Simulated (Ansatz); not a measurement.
**KTaO3 (perovskite): equation of state and elastic constants**

The task here is to estimate one member of a computed series from the others.

Computed with Ansatz 0.2.0 (DFT r²SCAN, scalar-relativistic, plane waves, PAW, unless a step's input says otherwise).

1 further run of the same task is left out (it didn't finish).

### The starting structure

Symmetry: Pm-3m, No. 221, cubic system. Conventional cell: a = 3.990 Å, b = 3.990 Å, c = 3.990 Å, α = 90.00°, β = 90.00°, γ = 90.00°. K (site symmetry m-3m) has 12 O at 2.82 Å as nearest neighbours. Ta (site symmetry m-3m) is surrounded by 6 O at 2.00 Å. O (site symmetry 4/mmm) is surrounded by 2 Ta at 2.00 Å and 4 K at 2.82 Å.

As a file:

```cif
data_structure
_symmetry_space_group_name_H-M 'P 1'
_symmetry_Int_Tables_number 1
_cell_length_a 3.9902
_cell_length_b 3.9902
_cell_length_c 3.9902
_cell_angle_alpha 90.000
_cell_angle_beta 90.000
_cell_angle_gamma 90.000
_cell_volume 63.53
loop_
_atom_site_label
_atom_site_type_symbol
_atom_site_fract_x
_atom_site_fract_y
_atom_site_fract_z
_atom_site_occupancy
K1 K 0.00000 0.00000 0.00000 1
Ta1 Ta 0.50000 0.50000 0.50000 1
O1 O 0.00000 0.50000 0.50000 1
O2 O 0.50000 0.50000 0.00000 1
O3 O 0.50000 0.00000 0.50000 1
```

This cell comes from an earlier session at r²SCAN: 12.706 Å³/atom at 0.00 GPa, on a 6×6×6 mesh.

Volume factors to run: 0.980, 1.020, 0.960, 1.040, 1.070.

The first run:

File input.yaml:

```yaml
crystal:
  lattice:
    - [3.963388738, 0.0, 0.0]
    - [0.0, 3.963388738, 0.0]
    - [0.0, 0.0, 3.963388738]
  atoms:
    - { symbol: K, position: [0.0, 0.0, 0.0] }
    - { symbol: Ta, position: [0.5, 0.5, 0.5] }
    - { symbol: O, position: [0.0, 0.5, 0.5] }
    - { symbol: O, position: [0.5, 0.5, 0.0] }
    - { symbol: O, position: [0.5, 0.0, 0.5] }
basis:
  ecutwfc: 500
  ecutrho_ratio: 4
kpoints:
  mp_grid: { grid: [6, 6, 6] }
hamiltonian:
  xc: r2scan
scf:
  occupations: { method: gaussian, width: 0.05 }
output:
  forces: true
  stress: true
  eigenvalues: true
```

The run is started by

```console
> ansatz run input.yaml --threads 4 --pin off --max-ram 7168MiB --backend cpu --events-out ev --progress --plain --runs-dir out
```

Among the steps run: Scaling the volume by 0.980; At 1.020 of the relaxed volume; Scaling the volume by 0.960; Scaling the volume by 1.040; Scaling the volume by 1.070.

One of the session's tables, all rows but one given; the rest of the session is left out.

| volume (Å³/atom) | energy (meV/atom) | pressure (GPa) | gap (eV) |
| --- | --- | --- | --- |
| 12.198 | 14.28 | 9.34 | 2.73 |
| 12.452 | 3.45 | 4.42 | 2.68 |
| 12.706 | 0.00 | 0.00 | 2.63 |
| 12.960 | 3.20 | -3.96 | 2.57 |
| 13.214 | ? | ? | ? |
| 13.595 | 35.94 | -12.18 | 2.44 |

**Question.** Estimate the row for volume (Å³/atom) = 13.214.

Worked estimate for «energy (meV/atom)». A straight line through the neighbours (12.960, 3.20) and (13.595, 35.94) gives 3.20 + (35.94 − 3.20) × (13.214 − 12.960) / (13.595 − 12.960) = 16.30; a parabola fitted to 3 rows on both sides gives 12.05.

As computed: energy (meV/atom): 12.35; pressure (GPa): -7.52; gap (eV): 2.52. In «energy (meV/atom)» the line misses by +3.95 and the parabola by -0.30.

volume (Å³/atom), energy (meV/atom) and a bar:
```
    12.20       14.3 ############
    12.45        3.4 ###
    12.71        0.0 
    12.96        3.2 ###
    13.21       12.3 ##########
    13.60       35.9 ##############################
```

Caveats from the session: Spin–orbit coupling is left out, though the cell holds Ta; in elements this heavy it can shift levels and gaps by tenths of an eV.
